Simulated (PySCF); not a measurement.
# MnCl5 (-2): ligand-field states, spin distribution, part 1 of 2

Wanted: ligand-field states, spin distribution for MnCl5 (-2).

Computed with PySCF 2.14.0 and routines of our own; the level stands in each step. Atoms count from 0.

### Step 1. The starting structure

6 atoms, charge -2, states of the metal's open shell are computed; geometry from: model start, shaken.

### Step 2. Relaxing the molecule at PBE0-D3(BJ)/def2-TZVP

The job: settings as JSON, then the geometry in Å.

```
{"job": {"xc": "PBE0", "basis": "def2-TZVP", "d3": "d3bj", "grid": 1, "maxiter": 45, "solvent": "water", "kind": "geom"}, "charge": -2, "metal": "Mn", "open_shell": "d4"}
Mn     0.000020     0.004480    -0.004110
Cl    -0.013360    -0.006820     2.280130
Cl     0.000900     0.020100    -2.302380
Cl     2.285690     0.007350     0.005350
Cl    -1.145920     1.973570    -0.000440
Cl    -1.137070    -2.007690    -0.006860
```

On the command line:

```console
> OMP_NUM_THREADS=1 python lf_run.py task.json out
```

This one command runs all jobs of the session in turn.

What it wrote:

```text
step   0  E = -3451.69173292  max force = 0.010365
step   1  E = -3451.69302004  max force = 0.004162
step   2  E = -3451.69327260  max force = 0.001275
step   3  E = -3451.69327858  max force = 0.000517
step   4  E = -3451.69329748  max force = 0.000395
step   5  E = -3451.69330748  max force = 0.000386
optimisation converged
```

It took 6.8 min on 1 thread of Arm Neoverse V1, shared host; peak memory 1.4 GiB.

Step by step:

| step | energy from step 0 (eV) | largest force component (eV/Å) |
| --- | --- | --- |
| 0 | 0.0000 | 0.5330 |
| 1 | -0.0350 | 0.2140 |
| 2 | -0.0419 | 0.0656 |
| 3 | -0.0421 | 0.0266 |
| 4 | -0.0426 | 0.0203 |
| 5 | -0.0428 | 0.0198 |

Close pairs (by a distance rule), those that changed most:

| bond | before (Å) | after (Å) | change (Å) |
| --- | --- | --- | --- |
| Mn0–Cl4 | 2.278 | 2.355 | +0.076 |
| Mn0–Cl3 | 2.286 | 2.353 | +0.067 |
| Mn0–Cl5 | 2.311 | 2.357 | +0.045 |
| Mn0–Cl2 | 2.298 | 2.276 | -0.023 |
| Mn0–Cl1 | 2.284 | 2.276 | -0.009 |

The end geometry:

```xyz
6

Mn   -0.0078    0.0014   -0.0048
Cl   -0.0271   -0.0271    2.2707
Cl    0.0024    0.0299   -2.2802
Cl    2.3452    0.0048    0.0094
Cl   -1.1778    2.0447    0.0128
Cl   -1.1446   -2.0627   -0.0362
```

| at the end point | value |
| --- | --- |
| rotational constants (GHz, main isotopes) | 0.869, 0.779, 0.769 |
| ⟨S²⟩ | 6.123 |

### Step 3. Ligand-field states: state-averaged CASSCF in water

The job: settings as JSON, then the geometry in Å.

```
{"job": {"kind": "lf", "basis": {"metal": "x2c-TZVPall", "ligand": "x2c-SVPall"}, "nevpt": true, "solvent": "water"}, "charge": -2, "metal": "Mn", "open_shell": "d4"}
Mn     0.000000     0.000000     0.000000
Cl    -0.004525     0.000000     2.275699
Cl    -0.004525    -0.000000    -2.275699
Cl     2.352995     0.000000    -0.000000
Cl    -1.153425     2.053922    -0.000000
Cl    -1.153425    -2.053922     0.000000
```

With the program's defaults for keys left out, this is: state-averaged CASSCF of the metal d shell, SC-NEVPT2 on the averaged canonical orbitals, state-interaction spin-orbit coupling.

What it wrote:

```text
basis functions 138, electrons 112, active (4e, 5o)
stage 1: DIIS on the effective Fock matrix, level shift 0.30
cycle   1  E = -3455.4753166553  dE = -3.455e+03  max|g| = 3.328e+00
cycle   2  E = -3460.1896669808  dE = -4.714e+00  max|g| = 1.233e+00
cycle   3  E = -3461.3357843396  dE = -1.146e+00  max|g| = 5.514e-01
cycle   4  E = -3461.3954257113  dE = -5.964e-02  max|g| = 7.261e-02
cycle   5  E = -3461.3882106069  dE =  7.215e-03  max|g| = 1.147e-01
cycle   6  E = -3461.3661309261  dE =  2.208e-02  max|g| = 8.552e-02
cycle   7  E = -3461.0368432785  dE =  3.293e-01  max|g| = 5.584e-01
cycle   8  E = -3458.1598077535  dE =  2.877e+00  max|g| = 1.977e+00
cycle   9  E = -3455.7861992543  dE =  2.374e+00  max|g| = 2.198e+00
cycle  10  E = -3455.1498881223  dE =  6.363e-01  max|g| = 2.343e+00
cycle  11  E = -3455.0906106802  dE =  5.928e-02  max|g| = 2.351e+00
cycle  12  E = -3455.2066696220  dE = -1.161e-01  max|g| = 2.321e+00
cycle  13  E = -3455.3394873879  dE = -1.328e-01  max|g| = 2.288e+00
cycle  14  E = -3455.4390611626  dE = -9.957e-02  max|g| = 2.267e+00
cycle  15  E = -3455.7839902856  dE = -3.449e-01  max|g| = 2.133e+00
stage 2: quasi-Newton rotations from the point of smallest gradient
cycle  17  E = -3461.4022126869  dE = -6.787e-03  max|g| = 6.896e-02
cycle  18  E = -3461.4051772951  dE = -2.965e-03  max|g| = 3.582e-02
cycle  19  E = -3461.4055114752  dE = -3.342e-04  max|g| = 2.019e-03
cycle  20  E = -3461.4055232424  dE = -1.177e-05  max|g| = 6.712e-04
cycle  21  E = -3461.4055250149  dE = -1.772e-06  max|g| = 2.006e-04
cycle  22  E = -3461.4055250917  dE = -7.687e-08  max|g| = 4.416e-05
cycle  23  E = -3461.4055251014  dE = -9.696e-09  max|g| = 2.372e-05
cycle  24  E = -3461.4055251020  dE = -5.930e-10  max|g| = 6.618e-06
converged average energy = -3461.4055251020

 mult deg   label        CASSCF/cm-1   NEVPT2/cm-1
   5   1   5A1                 0.0           0.0
   5   1   5A1             11204.8       14525.8
   5   1   5B2             11418.7       14811.6
   3   1   3B1             20424.1       18344.3
   3   1   3A2             20587.2       18519.6
   5   1   5A2             13943.9       18693.8
   5   1   5B1             13989.9       18732.7
   3   1   3B1             23032.7       19677.7
   3   1   3A2             23078.0       19726.4
   3   1   3B2             21837.6       20961.6
   3   1   3A1             21838.8       20970.1
   3   1   3B2             25175.6       23101.3
   3   1   3B2             25283.4       24250.9
   3   1   3A1             25277.9       24293.7
   3   1   3A1             27885.9       25377.8
   1   1   1A2             31951.7       27680.1
   1   1   1B1             31961.2       27707.0
   1   1   1A1             30885.4       28230.5
   1   1   1A1             30678.8       29051.2
   1   1   1B2             30731.0       29646.3
   1   1   1B1             32700.0       30525.3
   1   1   1A2             32821.4       30649.1
   3   1   3B2             29902.0       30698.3
   1   1   1B2             35890.7       33405.0
   1   1   1A1             36092.0       33742.3
   3   1   3B1             33066.2       34056.8
   3   1   3A2             32985.6       34114.1
   3   1   3A1             32597.9       34333.2
   3   1   3B2             32775.0       34596.7
   1   1   1A1             38147.1       35500.7
   1   1   1A1             37968.2       35897.3
   3   1   3A1             35366.3       36617.9
   3   1   3B2             35370.0       36622.3
   3   1   3A2             35124.0       36692.4
   3   1   3B1             35265.9       37387.9
   3   1   3A2             33548.5       37470.0
   3   1   3B1             33531.6       37514.8
   1   1   1A1             38370.8       37572.8
   1   1   1B2             38083.2       37594.2
   3   1   3B1             35326.1       37640.2
   1   1   1B2             38512.4       37935.0
   3   1   3A2             35364.0       38175.6
   3   1   3A1             37210.9       38569.4
   3   1   3B2             37375.6       38809.6
   3   1   3B1             37709.1       39788.3
   3   1   3A2             37791.2       39899.2
   3   1   3A1             42241.7       41027.2
   3   1   3A2             44125.4       42533.4
   3   1   3B1             44105.0       42553.3
   3   1   3A1             43401.3       43014.6
   3   1   3B2             43434.5       43015.3
   3   1   3B1             41986.4       44248.5
   3   1   3A2             42165.8       44529.7
   1   1   1A1             46903.9       44565.8
   1   1   1A1             46722.8       45884.9
   1   1   1B2             46912.2       46151.1
   1   1   1A2             45153.0       46295.4
   1   1   1B1             43041.1       46405.2
   1   1   1A2             43043.8       46413.4
   1   1   1A2             50534.1       46584.1

spin-orbit levels / cm-1
      0.00  x1  5A1 1.00
      2.57  x1  5A1 1.00
      2.80  x1  5A1 1.00
     10.67  x2  5A1 1.00
  14303.07  x1  5A1 0.70 5B2 0.29
  14303.48  x1  5A1 0.70 5B2 0.29
  14446.82  x1  5A1 0.83 5B2 0.16
  14447.41  x1  5A1 0.83 5B2 0.16
  14519.87  x1  5A1 1.00
  14804.50  x1  5B2 0.99
  14869.37  x1  5B2 0.83 5A1 0.16
  14870.23  x1  5B2 0.83 5A1 0.16
  14991.47  x1  5B2 0.70 5A1 0.29
  14991.50  x1  5B2 0.70 5A1 0.29
  18322.98  x1  3B1 0.82 3A2 0.17
  18323.06  x1  3B1 0.82 3A2 0.17
  18347.84  x1  3B1 0.99
  18522.05  x1  3A2 0.99
  18543.96  x1  5A2 0.56 5B1 0.44
  18543.98  x1  5A2 0.56 5B1 0.44
  18589.06  x1  3A2 0.82 3B1 0.17
  18589.59  x1  3A2 0.82 3B1 0.17
  18633.91  x1  5A2 0.61 5B1 0.39
  18638.45  x1  5A2 0.61 5B1 0.39
  18706.64  x1  5A2 1.00
  18745.54  x1  5B1 0.99
  18808.87  x1  5B1 0.61 5A2 0.39
  18809.93  x1  5B1 0.61 5A2 0.38
  18882.76  x2  5B1 0.55 5A2 0.44
  19247.76  x1  3B1 0.51 3A2 0.46
```

Run time: 15 s. Hardware: 1 thread of Arm Neoverse V1, shared host; peak memory 0.65 GiB.

In short:

| quantity | value |
| --- | --- |
| spin-orbit constant ζ | 314 cm⁻¹ |

Powder susceptibility:

| T (K) | χT (cm³ K/mol) | μ(eff) |
| --- | --- | --- |
| 2 | 2.212 | 4.21 |
| 5 | 2.709 | 4.66 |
| 10 | 2.875 | 4.79 |
| 20 | 2.938 | 4.85 |
| 30 | 2.953 | 4.86 |
| 50 | 2.962 | 4.87 |
| 75 | 2.966 | 4.87 |
| 100 | 2.968 | 4.87 |
| 150 | 2.971 | 4.87 |
| 200 | 2.973 | 4.88 |
| 250 | 2.975 | 4.88 |
| 300 | 2.977 | 4.88 |

The fields below are evaluated on a grid from the run's orbitals.

The spin density lies nearest to Mn0 94 %.

### Step 4. Spin distribution: unrestricted DFT, spin states

The job: settings as JSON, then the geometry in Å.

```
{"job": {"kind": "spin", "xc": "BP86"}, "charge": -2, "metal": "Mn", "open_shell": "d4"}
Mn     0.000000     0.000000     0.000000
Cl    -0.004525     0.000000     2.275699
Cl    -0.004525    -0.000000    -2.275699
Cl     2.352995     0.000000    -0.000000
Cl    -1.153425     2.053922    -0.000000
Cl    -1.153425    -2.053922     0.000000
```

Level: unrestricted DFT energies of the spin multiplicities at one geometry, beside CASSCF and NEVPT2 of the metal shell.

What it wrote:

```text
multiplicity 5
final grid: 71984 points
cycle   1  E = -3464.5170151864  dE =  2.249e+00  |g| = 2.926e+00  |ddm| = 1.570e+00
cycle   2  E = -3452.3827352229  dE =  1.213e+01  |g| = 5.440e+00  |ddm| = 1.283e+01
cycle   3  E = -3466.7993652661  dE = -1.442e+01  |g| = 3.611e-01  |ddm| = 1.272e+01
cycle   4  E = -3466.7920784847  dE =  7.287e-03  |g| = 3.803e-01  |ddm| = 8.881e-01
cycle   5  E = -3466.8769663014  dE = -8.489e-02  |g| = 5.670e-02  |ddm| = 5.569e-01
cycle   6  E = -3466.8784365863  dE = -1.470e-03  |g| = 2.214e-02  |ddm| = 1.002e-01
cycle   7  E = -3466.8787135164  dE = -2.769e-04  |g| = 8.212e-03  |ddm| = 3.459e-02
cycle   8  E = -3466.8787456906  dE = -3.217e-05  |g| = 3.231e-03  |ddm| = 1.019e-02
cycle   9  E = -3466.8787513718  dE = -5.681e-06  |g| = 8.506e-04  |ddm| = 3.999e-03
cycle  10  E = -3466.8787516227  dE = -2.508e-07  |g| = 4.323e-04  |ddm| = 1.350e-03
converged SCF energy = -3466.8787516227
multiplicity 3
final grid: 71984 points
cycle   1  E = -3462.7905967080  dE =  3.899e+00  |g| = 3.665e+00  |ddm| = 1.991e+00
cycle   2  E = -3433.2481695195  dE =  2.954e+01  |g| = 9.013e+00  |ddm| = 1.613e+01
cycle   3  E = -3458.1258626154  dE = -2.488e+01  |g| = 3.423e+00  |ddm| = 9.702e+00
cycle   4  E = -3452.9985456541  dE =  5.127e+00  |g| = 6.377e+00  |ddm| = 1.129e+01
cycle   5  E = -3453.8910122068  dE = -8.925e-01  |g| = 6.249e+00  |ddm| = 1.442e+00
cycle   6  E = -3453.8614554774  dE =  2.956e-02  |g| = 6.251e+00  |ddm| = 2.727e-01
cycle   7  E = -3453.3680852955  dE =  4.934e-01  |g| = 6.257e+00  |ddm| = 1.150e+00
cycle   8  E = -3453.9077749166  dE = -5.397e-01  |g| = 6.244e+00  |ddm| = 1.216e+00
cycle   9  E = -3453.9110686038  dE = -3.294e-03  |g| = 6.244e+00  |ddm| = 1.745e-01
cycle  10  E = -3448.8201972732  dE =  5.091e+00  |g| = 7.365e+00  |ddm| = 2.861e+00
cycle  11  E = -3447.2423977837  dE =  1.578e+00  |g| = 7.665e+00  |ddm| = 7.664e-01
cycle  12  E = -3345.4419226144  dE =  1.018e+02  |g| = 7.978e+00  |ddm| = 1.776e+01
cycle  13  E = -3437.7788466181  dE = -9.234e+01  |g| = 8.614e+00  |ddm| = 1.843e+01
cycle  14  E = -3437.7594175025  dE =  1.943e-02  |g| = 8.402e+00  |ddm| = 7.679e-01
cycle  15  E = -3437.9756823154  dE = -2.163e-01  |g| = 8.364e+00  |ddm| = 2.803e-01
cycle  16  E = -3438.9152847261  dE = -9.396e-01  |g| = 8.131e+00  |ddm| = 5.796e-01
cycle  17  E = -3439.2696017405  dE = -3.543e-01  |g| = 8.115e+00  |ddm| = 5.108e-01
cycle  18  E = -3436.5797607489  dE =  2.690e+00  |g| = 9.010e+00  |ddm| = 4.340e+00
cycle  19  E = -3437.2640893968  dE = -6.843e-01  |g| = 9.227e+00  |ddm| = 3.313e+00
cycle  20  E = -3437.2146151996  dE =  4.947e-02  |g| = 9.545e+00  |ddm| = 2.359e+00
cycle  21  E = -3348.3083322682  dE =  8.891e+01  |g| = 9.780e+00  |ddm| = 1.807e+01
cycle  22  E = -3457.1898838196  dE = -1.089e+02  |g| = 4.849e+00  |ddm| = 1.739e+01
cycle  23  E = -3466.1854018592  dE = -8.996e+00  |g| = 1.244e+00  |ddm| = 2.583e+00
cycle  24  E = -3457.9033080781  dE =  8.282e+00  |g| = 5.259e+00  |ddm| = 2.813e+00
cycle  25  E = -3460.2399659176  dE = -2.337e+00  |g| = 4.620e+00  |ddm| = 1.252e+00
cycle  26  E = -3460.4737085309  dE = -2.337e-01  |g| = 4.538e+00  |ddm| = 1.163e+00
cycle  27  E = -3460.5906172833  dE = -1.169e-01  |g| = 4.515e+00  |ddm| = 3.358e-01
cycle  28  E = -3460.5054649304  dE =  8.515e-02  |g| = 4.534e+00  |ddm| = 7.713e-02
cycle  29  E = -3460.8503401434  dE = -3.449e-01  |g| = 4.383e+00  |ddm| = 4.088e-01
cycle  30  E = -3464.3472052608  dE = -3.497e+00  |g| = 2.903e+00  |ddm| = 8.765e-01
cycle  31  E = -3466.3360498117  dE = -1.989e+00  |g| = 1.310e+00  |ddm| = 1.702e+00
cycle  32  E = -3464.5199867548  dE =  1.816e+00  |g| = 2.211e+00  |ddm| = 6.967e+00
cycle  33  E = -3466.6416631167  dE = -2.122e+00  |g| = 7.360e-01  |ddm| = 6.937e+00
cycle  34  E = -3466.7705955331  dE = -1.289e-01  |g| = 3.000e-01  |ddm| = 1.140e+00
cycle  35  E = -3466.7856821276  dE = -1.509e-02  |g| = 2.400e-01  |ddm| = 1.094e+00
cycle  36  E = -3466.8261244269  dE = -4.044e-02  |g| = 8.930e-02  |ddm| = 6.047e-01
cycle  37  E = -3466.8290607589  dE = -2.936e-03  |g| = 4.206e-02  |ddm| = 1.196e-01
cycle  38  E = -3466.8298079086  dE = -7.471e-04  |g| = 2.456e-02  |ddm| = 6.236e-02
cycle  39  E = -3466.8303912159  dE = -5.833e-04  |g| = 1.395e-02  |ddm| = 8.672e-02
cycle  40  E = -3466.8308073471  dE = -4.161e-04  |g| = 1.095e-02  |ddm| = 6.148e-02
SCF not converged, last energy = -3466.8308073471
restart with level shift 0.25
final grid: 71984 points
cycle   1  E = -3466.7318082139  dE = -4.223e-02  |g| = 5.397e-01  |ddm| = 6.362e-01
cycle   2  E = -3466.4054475499  dE =  3.264e-01  |g| = 1.213e+00  |ddm| = 8.381e-01
cycle   3  E = -3466.7496359034  dE = -3.442e-01  |g| = 4.147e-01  |ddm| = 3.446e-01
cycle   4  E = -3466.8147990953  dE = -6.516e-02  |g| = 7.099e-02  |ddm| = 1.996e-01
cycle   5  E = -3466.8179315265  dE = -3.132e-03  |g| = 1.511e-02  |ddm| = 5.562e-02
cycle   6  E = -3466.8182465227  dE = -3.150e-04  |g| = 1.178e-02  |ddm| = 2.389e-02
cycle   7  E = -3466.8183597790  dE = -1.133e-04  |g| = 8.777e-03  |ddm| = 1.317e-02
cycle   8  E = -3466.8184077841  dE = -4.801e-05  |g| = 7.820e-03  |ddm| = 9.276e-03
cycle   9  E = -3466.8184360253  dE = -2.824e-05  |g| = 6.576e-03  |ddm| = 6.645e-03
cycle  10  E = -3466.8184514166  dE = -1.539e-05  |g| = 5.998e-03  |ddm| = 5.311e-03
cycle  11  E = -3466.8184619510  dE = -1.053e-05  |g| = 4.837e-03  |ddm| = 3.884e-03
cycle  12  E = -3466.8184691840  dE = -7.233e-06  |g| = 3.496e-03  |ddm| = 2.980e-03
cycle  13  E = -3466.8184734125  dE = -4.229e-06  |g| = 2.310e-03  |ddm| = 2.175e-03
cycle  14  E = -3466.8184757086  dE = -2.296e-06  |g| = 1.368e-03  |ddm| = 1.640e-03
cycle  15  E = -3466.8184766484  dE = -9.398e-07  |g| = 9.505e-04  |ddm| = 1.153e-03
level shift removed, Fock matrix diagonalised once more
converged SCF energy = -3466.8184766484
```

Run time: 42 s. Hardware: 1 thread of Arm Neoverse V1, shared host; peak memory 0.72 GiB.

### Step 5. Spin distribution: unrestricted DFT, spin states

The job, as its differences from that of step 4:

```diff
@@ -1,2 +1,2 @@
-{"job": {"kind": "spin", "xc": "BP86"}, "charge": -2, "metal": "Mn", "open_shell": "d4"}
+{"job": {"kind": "spin", "xc": "TPSSh"}, "charge": -2, "metal": "Mn", "open_shell": "d4"}
 Mn     0.000000     0.000000     0.000000
```

With the program's defaults for keys left out, this is: unrestricted DFT energies of the spin multiplicities at one geometry, beside CASSCF and NEVPT2 of the metal shell.

What it wrote:

```text
multiplicity 5
final grid: 71984 points
cycle   1  E = -3466.1955064970  dE =  2.607e-01  |g| = 1.041e+00  |ddm| = 8.290e-01
cycle   2  E = -3460.1436864982  dE =  6.052e+00  |g| = 3.519e+00  |ddm| = 8.357e+00
cycle   3  E = -3466.5189448115  dE = -6.375e+00  |g| = 1.767e-01  |ddm| = 8.311e+00
cycle   4  E = -3466.5311057554  dE = -1.216e-02  |g| = 6.677e-02  |ddm| = 2.195e-01
cycle   5  E = -3466.5330968447  dE = -1.991e-03  |g| = 2.449e-02  |ddm| = 8.899e-02
cycle   6  E = -3466.5333567286  dE = -2.599e-04  |g| = 7.609e-03  |ddm| = 2.368e-02
cycle   7  E = -3466.5334007284  dE = -4.400e-05  |g| = 2.760e-03  |ddm| = 1.220e-02
cycle   8  E = -3466.5334100165  dE = -9.288e-06  |g| = 1.304e-03  |ddm| = 5.921e-03
cycle   9  E = -3466.5334117070  dE = -1.691e-06  |g| = 2.204e-04  |ddm| = 3.129e-03
cycle  10  E = -3466.5334117426  dE = -3.558e-08  |g| = 8.883e-05  |ddm| = 5.753e-04
converged SCF energy = -3466.5334117426
multiplicity 3
final grid: 71984 points
cycle   1  E = -3465.8917473795  dE =  4.881e-01  |g| = 1.401e+00  |ddm| = 9.870e-01
cycle   2  E = -3457.1037093490  dE =  8.788e+00  |g| = 3.638e+00  |ddm| = 1.184e+01
cycle   3  E = -3464.9266924740  dE = -7.823e+00  |g| = 2.390e+00  |ddm| = 1.188e+01
cycle   4  E = -3466.4005479581  dE = -1.474e+00  |g| = 4.406e-01  |ddm| = 8.179e-01
cycle   5  E = -3466.4345358851  dE = -3.399e-02  |g| = 2.772e-01  |ddm| = 4.080e-01
cycle   6  E = -3466.4652064251  dE = -3.067e-02  |g| = 5.019e-02  |ddm| = 2.419e-01
cycle   7  E = -3466.4661174394  dE = -9.110e-04  |g| = 2.732e-02  |ddm| = 6.666e-02
cycle   8  E = -3466.4663291245  dE = -2.117e-04  |g| = 1.269e-02  |ddm| = 1.619e-02
cycle   9  E = -3466.4663806327  dE = -5.151e-05  |g| = 4.673e-03  |ddm| = 6.202e-03
cycle  10  E = -3466.4663894114  dE = -8.779e-06  |g| = 5.211e-04  |ddm| = 3.519e-03
cycle  11  E = -3466.4663899314  dE = -5.200e-07  |g| = 1.944e-04  |ddm| = 1.687e-03
converged SCF energy = -3466.4663899314
```

It took 35 s on 1 thread of Arm Neoverse V1, shared host; peak memory 0.65 GiB.

### Step 6. Spin distribution: unrestricted DFT, spin states

The job, as its differences from that of step 5:

```diff
@@ -1,2 +1,2 @@
-{"job": {"kind": "spin", "xc": "TPSSh"}, "charge": -2, "metal": "Mn", "open_shell": "d4"}
+{"job": {"kind": "spin", "xc": "B3LYP"}, "charge": -2, "metal": "Mn", "open_shell": "d4"}
 Mn     0.000000     0.000000     0.000000
```

With the program's defaults for keys left out, this is: unrestricted DFT energies of the spin multiplicities at one geometry, beside CASSCF and NEVPT2 of the metal shell.

What it wrote:

```text
multiplicity 5
final grid: 71984 points
cycle   1  E = -3466.3392952609  dE =  1.175e-01  |g| = 7.876e-01  |ddm| = 7.515e-01
cycle   2  E = -3463.8629583873  dE =  2.476e+00  |g| = 2.506e+00  |ddm| = 7.770e+00
cycle   3  E = -3466.5315098100  dE = -2.669e+00  |g| = 7.956e-02  |ddm| = 7.737e+00
cycle   4  E = -3466.5345932075  dE = -3.083e-03  |g| = 2.517e-02  |ddm| = 9.614e-02
cycle   5  E = -3466.5349445916  dE = -3.514e-04  |g| = 9.115e-03  |ddm| = 3.608e-02
cycle   6  E = -3466.5350277684  dE = -8.318e-05  |g| = 3.442e-03  |ddm| = 1.537e-02
cycle   7  E = -3466.5350554427  dE = -2.767e-05  |g| = 3.097e-03  |ddm| = 1.089e-02
cycle   8  E = -3466.5350640647  dE = -8.622e-06  |g| = 1.301e-03  |ddm| = 5.404e-03
cycle   9  E = -3466.5350656050  dE = -1.540e-06  |g| = 1.276e-04  |ddm| = 3.061e-03
cycle  10  E = -3466.5350656154  dE = -1.044e-08  |g| = 5.834e-05  |ddm| = 2.645e-04
converged SCF energy = -3466.5350656154
multiplicity 3
final grid: 71984 points
cycle   1  E = -3466.1804400120  dE =  1.986e-01  |g| = 9.688e-01  |ddm| = 8.375e-01
cycle   2  E = -3459.2359071075  dE =  6.945e+00  |g| = 3.427e+00  |ddm| = 1.141e+01
cycle   3  E = -3466.3225665186  dE = -7.087e+00  |g| = 6.625e-01  |ddm| = 1.141e+01
cycle   4  E = -3466.4598301150  dE = -1.373e-01  |g| = 9.357e-02  |ddm| = 3.877e-01
cycle   5  E = -3466.4631261054  dE = -3.296e-03  |g| = 6.544e-02  |ddm| = 1.646e-01
cycle   6  E = -3466.4647248339  dE = -1.599e-03  |g| = 2.136e-02  |ddm| = 5.733e-02
cycle   7  E = -3466.4648900159  dE = -1.652e-04  |g| = 5.297e-03  |ddm| = 1.807e-02
cycle   8  E = -3466.4649095919  dE = -1.958e-05  |g| = 8.427e-04  |ddm| = 8.223e-03
cycle   9  E = -3466.4649114334  dE = -1.842e-06  |g| = 7.017e-04  |ddm| = 2.702e-03
cycle  10  E = -3466.4649123122  dE = -8.788e-07  |g| = 3.787e-04  |ddm| = 2.078e-03
converged SCF energy = -3466.4649123122
```

Wall time 23 s (1 thread of Arm Neoverse V1, shared host); peak memory 0.65 GiB.

### Step 7. Spin distribution: unrestricted DFT, spin states

The job, as its differences from that of step 6:

```diff
@@ -1,2 +1,2 @@
-{"job": {"kind": "spin", "xc": "B3LYP"}, "charge": -2, "metal": "Mn", "open_shell": "d4"}
+{"job": {"kind": "spin", "xc": "PBE0"}, "charge": -2, "metal": "Mn", "open_shell": "d4"}
 Mn     0.000000     0.000000     0.000000
```

Level: unrestricted DFT energies of the spin multiplicities at one geometry, beside CASSCF and NEVPT2 of the metal shell.

What it wrote:

```text
multiplicity 5
final grid: 71984 points
cycle   1  E = -3465.3543751004  dE =  5.137e-02  |g| = 5.955e-01  |ddm| = 6.282e-01
cycle   2  E = -3464.7928657992  dE =  5.615e-01  |g| = 1.430e+00  |ddm| = 1.163e+00
cycle   3  E = -3465.4677744124  dE = -6.749e-01  |g| = 6.319e-02  |ddm| = 8.251e-01
cycle   4  E = -3465.4698225724  dE = -2.048e-03  |g| = 2.238e-02  |ddm| = 7.436e-02
cycle   5  E = -3465.4702242783  dE = -4.017e-04  |g| = 5.219e-03  |ddm| = 3.054e-02
cycle   6  E = -3465.4703146418  dE = -9.036e-05  |g| = 2.970e-03  |ddm| = 1.958e-02
cycle   7  E = -3465.4703345778  dE = -1.994e-05  |g| = 1.527e-03  |ddm| = 1.373e-02
cycle   8  E = -3465.4703354779  dE = -9.000e-07  |g| = 1.849e-04  |ddm| = 1.215e-03
converged SCF energy = -3465.4703354779
multiplicity 3
final grid: 71984 points
cycle   1  E = -3465.2327336981  dE =  8.570e-02  |g| = 7.033e-01  |ddm| = 6.858e-01
cycle   2  E = -3461.7087470462  dE =  3.524e+00  |g| = 2.606e+00  |ddm| = 1.063e+01
cycle   3  E = -3465.3326883327  dE = -3.624e+00  |g| = 4.138e-01  |ddm| = 1.064e+01
cycle   4  E = -3465.3853406086  dE = -5.265e-02  |g| = 9.046e-02  |ddm| = 2.175e-01
cycle   5  E = -3465.3885854204  dE = -3.245e-03  |g| = 4.596e-02  |ddm| = 1.192e-01
cycle   6  E = -3465.3893781806  dE = -7.928e-04  |g| = 1.646e-02  |ddm| = 3.690e-02
cycle   7  E = -3465.3894670420  dE = -8.886e-05  |g| = 4.808e-03  |ddm| = 1.066e-02
cycle   8  E = -3465.3894774469  dE = -1.040e-05  |g| = 4.069e-04  |ddm| = 4.972e-03
cycle   9  E = -3465.3894778288  dE = -3.819e-07  |g| = 2.091e-04  |ddm| = 1.078e-03
converged SCF energy = -3465.3894778288
```

It took 20 s on 1 thread of Arm Neoverse V1, shared host; peak memory 0.65 GiB.

(Continued in part 2 of 2.)
